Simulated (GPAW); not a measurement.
Runs of GPAW 26.7.0 on RuAu. It takes space group Pm-3m (No. 221, cubic). The conventional cell has a = 3.165 Å, b = 3.165 Å, c = 3.165 Å, α = 90.00°, β = 90.00°, γ = 90.00°. Ru (site symmetry m-3m) is surrounded by 8 Au at 2.74 Å. Au (site symmetry m-3m) has 8 Ru at 2.74 Å as nearest neighbours. The cell was built by a generator and needn't be a form met in nature.

```tsv
potentials or basis	data set	pressure (GPa)
GPAW PAW data sets (gpaw-data 1.2.1), pw	-	2.0
JTH PAW 2.0, PBE, pw	Au jth, Ru jth	0.4
PAW data sets generated in the run's folder for this functional, pw	-	2.0
GPAW PAW data sets (gpaw-data 1.2.1), other valence, pw	Ru 8	(a)
```

Alike in all rows: task band structure; level PBE; no spin polarisation; cell as given; k mesh 8 × 8 × 8; cutoff (eV) 600; smearing fermi-dirac 0.05 eV.

Estimate the missing entries.

(a) 4.6.

Caveats: with this Au data set, volumes or pressures lay over 1.5 % or 2 GPa off other programs in two to four cells of ten (some runs); the program truncates these outside data sets (some runs).

The runs don't all hold the same shells in valence.
